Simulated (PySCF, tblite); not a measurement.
# C6H5BO3: geometry, infrared bands and NMR shifts

Wanted: the infrared bands and NMR shifts of C6H5BO3 (`Oc1ccc2c(c1)OBO2`), by calculation.

Computed with tblite 0.8.0 and PySCF 2.14.0, with density-fitted response routines of our own, on a single molecule in the gas phase. Atoms count from 0, in the outputs and in this text.

**1. The molecule as given**

15 atoms, charge 0, multiplicity 1; geometry from: force field or distance geometry start.

Bonds of the start (Å): O0–C1 1.38, C1–C2 1.41, C2–C3 1.39, C3–C4 1.39, C4–C5 1.38, C5–C6 1.39, C5–O7 1.40, O7–B8 1.49, B8–O9 1.49, C6–C1 1.42, O9–C4 1.38, O0–H10 1.01, C2–H11 1.09, C3–H12 1.08, C6–H13 1.08, B8–H14 1.17.

**2. Geometry optimisation with GFN2-xTB**

Job settings and geometry (Å):

```
{"job": {"kind": "relax", "xc": "GFN2-xTB", "basis": "xTB"}, "charge": 0, "multiplicity": 1}
O     -2.666100     1.489600     0.135900
C     -1.538500     0.705900     0.017800
C     -1.644300    -0.635100    -0.417200
C     -0.517900    -1.441900    -0.547600
C      0.722100    -0.912300    -0.196200
C      0.839900     0.392500     0.232700
C     -0.267000     1.226200     0.357000
O      2.167500     0.734300     0.519100
B      2.907300    -0.523500     0.206200
O      1.943200    -1.561900    -0.251900
H     -2.626600     2.451400     0.453500
H     -2.631000    -1.032700    -0.674100
H     -0.607600    -2.470800    -0.872000
H     -0.151700     2.242000     0.703500
H      4.066500    -0.655800     0.311300
```

The run is started by

```bash
> OMP_NUM_THREADS=1 python probes_run.py task.json out
```

One launch serves the whole session: the jobs run in the order shown.

**Question.** This job is followed by: GFN2-xTB harmonic vibrations, gas phase; GIAO PBE0/pcSseg-1 NMR shielding, non-relativistic, gas phase. What will the session give for the following? strongest single infrared mode (GFN2-xTB); zero-point energy (GFN2-xTB); 13C shifts against TMS (PBE0/pcSseg-1); 1H shifts against TMS (PBE0/pcSseg-1); 17O shifts against H2O (PBE0/pcSseg-1); 11B shifts against BF3·OEt2 (PBE0/pcSseg-1).

**Answer**, as computed:

| quantity | value |
| --- | --- |
| strongest single infrared mode (GFN2-xTB) | 1168 cm⁻¹, 383 km/mol |
| zero-point energy (GFN2-xTB) | 64.5 kcal/mol |
| 13C shifts against TMS (PBE0/pcSseg-1) | 159.4, 156.0, 148.6, 118.4, 113.5, 102.5 ppm |
| 1H shifts against TMS (PBE0/pcSseg-1) | 7.52, 7.04, 6.75, 4.71, 4.19 ppm |
| 17O shifts against H2O (PBE0/pcSseg-1) | 225.9, 220.7, 122.9 ppm |
| 11B shifts against BF3·OEt2 (PBE0/pcSseg-1) | 26.4 ppm |

In words: The optimisation took 22 steps and gained 0.696 eV; among the close pairs (by a distance rule), B8–O9 changed most, from 1.489 to 1.369 Å. All 39 modes are real, so the xTB geometry is a minimum. The strongest single mode, at 1168 cm⁻¹, has its largest shares on H13, O0, O7 and C1 (the list is cut at 4 atoms). Unscaled tight-binding wavenumbers are off by several per cent, some by more. Its intensities can rank the bands wrongly. NICS(1)zz of -26 ppm above the planar ring from C1 marks a diatropic (aromatic) ring current.
